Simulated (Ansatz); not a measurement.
Geometry optimisation, Ansatz, DFT PBEsol, scalar-relativistic, plane waves, PAW.

Input file:

```yaml
crystal:
  lattice:
    - [7.14, 0.0, 0.0]
    - [0.0, 7.14, 0.0]
    - [0.0, 0.0, 7.14]
  atoms:
    - { symbol: C, position: [0.5, 0.0, 0.0] }
    - { symbol: C, position: [0.625, 0.125, 0.125] }
    - { symbol: C, position: [0.75, 0.25, 0.0] }
    - { symbol: C, position: [0.875, 0.375, 0.125] }
    - { symbol: C, position: [0.75, 0.0, 0.25] }
    - { symbol: C, position: [0.875, 0.125, 0.375] }
    - { symbol: C, position: [0.0, 0.0, 0.0] }
    - { symbol: C, position: [0.125, 0.125, 0.125] }
    - { symbol: C, position: [0.25, 0.25, 0.0] }
    - { symbol: C, position: [0.375, 0.375, 0.125] }
    - { symbol: C, position: [0.5, 0.5, 0.0] }
    - { symbol: C, position: [0.625, 0.625, 0.125] }
    - { symbol: C, position: [0.75, 0.75, 0.0] }
    - { symbol: C, position: [0.875, 0.875, 0.125] }
    - { symbol: C, position: [0.25, 0.0, 0.25] }
    - { symbol: C, position: [0.375, 0.125, 0.375] }
    - { symbol: C, position: [0.5, 0.25, 0.25] }
    - { symbol: C, position: [0.75, 0.5, 0.25] }
    - { symbol: C, position: [0.875, 0.625, 0.375] }
    - { symbol: C, position: [0.5, 0.0, 0.5] }
    - { symbol: C, position: [0.625, 0.125, 0.625] }
    - { symbol: C, position: [0.75, 0.25, 0.5] }
    - { symbol: C, position: [0.875, 0.375, 0.625] }
    - { symbol: C, position: [0.75, 0.0, 0.75] }
    - { symbol: C, position: [0.875, 0.125, 0.875] }
    - { symbol: C, position: [0.0, 0.5, 0.0] }
    - { symbol: C, position: [0.125, 0.625, 0.125] }
    - { symbol: C, position: [0.25, 0.75, 0.0] }
    - { symbol: C, position: [0.375, 0.875, 0.125] }
    - { symbol: C, position: [0.0, 0.25, 0.25] }
    - { symbol: C, position: [0.125, 0.375, 0.375] }
    - { symbol: C, position: [0.25, 0.5, 0.25] }
    - { symbol: C, position: [0.375, 0.625, 0.375] }
    - { symbol: C, position: [0.5, 0.75, 0.25] }
    - { symbol: C, position: [0.625, 0.875, 0.375] }
    - { symbol: C, position: [0.0, 0.0, 0.5] }
    - { symbol: C, position: [0.125, 0.125, 0.625] }
    - { symbol: C, position: [0.25, 0.25, 0.5] }
    - { symbol: C, position: [0.375, 0.375, 0.625] }
    - { symbol: Si, position: [0.625, 0.375, 0.375], spin: 1.0 }
    - { symbol: C, position: [0.625, 0.625, 0.625] }
    - { symbol: C, position: [0.75, 0.75, 0.5] }
    - { symbol: C, position: [0.875, 0.875, 0.625] }
    - { symbol: C, position: [0.25, 0.0, 0.75] }
    - { symbol: C, position: [0.375, 0.125, 0.875] }
    - { symbol: C, position: [0.5, 0.25, 0.75] }
    - { symbol: C, position: [0.625, 0.375, 0.875] }
    - { symbol: C, position: [0.75, 0.5, 0.75] }
    - { symbol: C, position: [0.875, 0.625, 0.875] }
    - { symbol: C, position: [0.0, 0.75, 0.25] }
    - { symbol: C, position: [0.125, 0.875, 0.375] }
    - { symbol: C, position: [0.0, 0.5, 0.5] }
    - { symbol: C, position: [0.125, 0.625, 0.625] }
    - { symbol: C, position: [0.25, 0.75, 0.5] }
    - { symbol: C, position: [0.375, 0.875, 0.625] }
    - { symbol: C, position: [0.0, 0.25, 0.75] }
    - { symbol: C, position: [0.125, 0.375, 0.875] }
    - { symbol: C, position: [0.25, 0.5, 0.75] }
    - { symbol: C, position: [0.375, 0.625, 0.875] }
    - { symbol: C, position: [0.5, 0.75, 0.75] }
    - { symbol: C, position: [0.625, 0.875, 0.875] }
    - { symbol: C, position: [0.0, 0.75, 0.75] }
    - { symbol: C, position: [0.125, 0.875, 0.875] }
magnetization:
  spin_polarized: true
total_charge: 1
basis:
  ecutwfc: 420.0
kpoints:
  mp_grid: { grid: [2, 2, 2] }
hamiltonian:
  xc: pbesol
  pseudopotentials: { kind: paw, azcp: { folder: soft_1 } }
scf:
  occupations: { method: gaussian, width: 0.02 }
  lower_state_search: "off"
relax:
  f_tol: 0.03
  max_steps: 60
  adjacent_minimum: "off"
```

Launched with:

```bash
$ ansatz run input.yaml --threads 4 --pin off --max-ram 10240MiB --backend cpu --events-out ev --progress --plain --runs-dir out
```

**Question.** Where does it end, and by what steps?

**Answer.** It converged. The force dipped under the threshold on the way, but the program's further checks kept it going. Limits of this set-up: coarse k mesh, PAW files made for another functional, charged cell in a uniform background, uncorrected. After 7 steps the energy has fallen by 5.757 eV; Si40 moved furthest, 0.76 Å. The start is strongly strained (largest force component 8 eV/Å). Joined: C33–Si40 (2.52 → 2.01 Å), C39–Si40 (2.52 → 2.01 Å), Si40–C41 (2.52 → 2.01 Å).

| step | energy less start (eV) | largest force component (eV/Å) | accepted |
| --- | --- | --- | --- |
| 0 | 0.0000 | 8.142 | yes |
| 1 | -3.3401 | 4.400 | yes |
| 2 | -4.7544 | 2.323 | yes |
| 3 | -5.3450 | 1.416 | yes |
| 4 | -5.5618 | 0.607 | yes |
| 5 | -5.7318 | 0.203 | yes |
| 6 | -5.7568 | 0.020 | yes |
| 7 | -5.7568 | 0.020 | yes |

```xyz
63
Lattice="7.1400 0.0000 0.0000 0.0000 7.1400 0.0000 0.0000 0.0000 7.1400" Properties=species:S:1:pos:R:3
C 3.572 -0.008 -0.008
C 4.451 0.914 0.914
C 5.349 1.791 0.013
C 6.226 2.689 0.914
C 5.349 0.013 1.791
C 6.226 0.914 2.689
C 0.004 -0.004 -0.004
C 0.882 0.892 0.892
C 1.775 1.768 -0.019
C 2.654 2.672 0.866
C 3.577 3.563 -0.016
C 4.468 4.486 0.866
C 5.372 5.365 -0.019
C 6.248 6.258 0.892
C 1.775 -0.019 1.768
C 2.654 0.866 2.672
C 3.474 1.754 1.754
C 5.386 3.666 1.754
C 6.274 4.486 2.672
C 3.577 -0.016 3.563
C 4.468 0.866 4.486
C 5.386 1.754 3.666
C 6.274 2.672 4.486
C 5.372 -0.019 5.365
C 6.248 0.892 6.258
C 0.008 3.568 -0.008
C 0.888 4.466 0.868
C 1.798 5.342 -0.025
C 2.674 6.252 0.868
C -0.013 1.791 1.791
C 0.890 2.671 2.671
C 1.773 3.561 1.748
C 2.660 4.480 2.568
C 3.579 5.367 1.748
C 4.469 6.250 2.671
C 0.008 -0.008 3.568
C 0.888 0.868 4.466
C 1.773 1.748 3.561
C 2.660 2.568 4.480
Si 4.025 3.115 3.115
C 4.572 4.480 4.480
C 5.392 5.367 3.561
C 6.272 6.252 4.466
C 1.798 -0.025 5.342
C 2.674 0.868 6.252
C 3.579 1.748 5.367
C 4.469 2.671 6.250
C 5.392 3.561 5.367
C 6.272 4.466 6.252
C 0.019 5.365 1.768
C 0.898 6.242 2.665
C 0.016 3.563 3.563
C 0.920 4.442 4.442
C 1.820 5.320 3.545
C 2.698 6.220 4.442
C 0.019 1.768 5.365
C 0.898 2.665 6.242
C 1.820 3.545 5.320
C 2.698 4.442 6.220
C 3.595 5.320 5.320
C 4.475 6.242 6.242
C 0.025 5.342 5.342
C 0.903 6.237 6.237
```

Time of the run: 3.1 min on 4 threads of Arm Neoverse V1 (shared host), peak memory 2.4 GiB.
